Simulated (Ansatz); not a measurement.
**C3H6GeO: up Jacob's ladder to CCSD(T)**

One table from this session's results is given with a row withheld; the runs are named, their logs left out.

Method: functionals in def2-TZVPP, the program's frozen cores in correlated methods; program: Ansatz 0.2.0, Gaussian basis.

Levels to be run: PBE-D4, r2SCAN-D4, PBE0-D4, B3LYP-D4, ωB97X-V, ωB97M-V, B2PLYP; CCSD(T)/def2-TZVPP; MP2/def2-QZVPP; extrapolation to the limit.

### The relaxed structure

All runs share one geometry, relaxed beforehand with PBE0-D4 in a triple-zeta def2 set.

11 atoms, charge 0, spin multiplicity 1.

Atoms are counted from 1 here; the program's logs count them from 0.

Bond lengths: C1–O2 1.418 Å, C1–H6 1.089 Å, C1–H7 1.093 Å, C1–H8 1.093 Å, O2–C3 1.328 Å, C3–C4 1.325 Å, C3–Ge5 1.912 Å, C4–Ge5 1.913 Å, C4–H9 1.081 Å, Ge5–H10 1.536 Å, Ge5–H11 1.535 Å. Angles: O2–C1–H6 106.5°, O2–C1–H7 110.8°, O2–C1–H8 110.8°, H6–C1–H7 109.7°, H6–C1–H8 109.7°, H7–C1–H8 109.4°, C1–O2–C3 115.4°, O2–C3–C4 135.9°, O2–C3–Ge5 154.2°, C4–C3–Ge5 69.8°, C3–C4–Ge5 69.7°, C3–C4–H9 138.8°, Ge5–C4–H9 151.5°, C3–Ge5–C4 40.5°, C3–Ge5–H10 121.0°, C3–Ge5–H11 120.9°, C4–Ge5–H10 121.2°, C4–Ge5–H11 121.2° and more.

The first run:

in.yaml

```yaml
crystal:
  periodic: [false, false, false]
  atoms:
    - {symbol: C, position_ang: [-1.277522, -1.453937, -0.010789]}
    - {symbol: O, position_ang: [-0.537745, -0.774733, 0.990259]}
    - {symbol: C, position_ang: [0.258966, 0.192454, 0.551075]}
    - {symbol: C, position_ang: [1.104555, 1.052459, 1.099816]}
    - {symbol: Ge, position_ang: [1.042207, 1.299010, -0.796576]}
    - {symbol: H, position_ang: [-1.883272, -2.197720, 0.504202]}
    - {symbol: H, position_ang: [-0.607817, -1.950047, -0.718213]}
    - {symbol: H, position_ang: [-1.926592, -0.759987, -0.551268]}
    - {symbol: H, position_ang: [1.479842, 1.311875, 2.080225]}
    - {symbol: H, position_ang: [0.254193, 2.458769, -1.422572]}
    - {symbol: H, position_ang: [2.158484, 0.764758, -1.705559]}
basis:
  gaussian: {orbitals: def2-TZVPP}
hamiltonian: {xc: pbe, dispersion: d4}
output: {forces: true, orbitals: {seedname: orbitals}}
```

Started as:

```bash
> ansatz run in.yaml --threads 4 --pin off --events-out ev --progress --plain --max-ram 10444MiB
```

Among the steps run: PBE-D4 (GGA); r2SCAN-D4 (meta-GGA); PBE0-D4 (hybrid); B3LYP-D4 (hybrid); ωB97X-V (range-separated); ωB97M-V (range-separated); B2PLYP (double hybrid); CCSD(T) in def2-TZVPP; MP2 in def2-QZVPP.

One of the session's tables, all rows but one given; the rest of the session is left out.

| method | atomisation energy (kJ/mol) |
| --- | --- |
| PBE-D4 | 4167.3 |
| r2SCAN-D4 | 4072.6 |
| PBE0-D4 | 4072.3 |
| B3LYP-D4 | 4035.9 |
| ωB97X-V | 4057.0 |
| ωB97M-V | 4045.9 |
| B2PLYP | ? |
| HF/def2-TZVPP | 2827.7 |
| MP2/def2-TZVPP | 4028.4 |
| CCSD/def2-TZVPP | 3873.9 |
| CCSD(T)/def2-TZVPP | 3952.4 |
| MP2/CBS | 4127.4 |
| CCSD(T)/CBS | 4051.4 |

**Question.** Estimate the row for B2PLYP.

As computed: atomisation energy (kJ/mol): 4002.8. In the column «atomisation energy (kJ/mol)» it lies between CCSD(T)/def2-TZVPP (3952.4) and MP2/def2-TZVPP (4028.4).
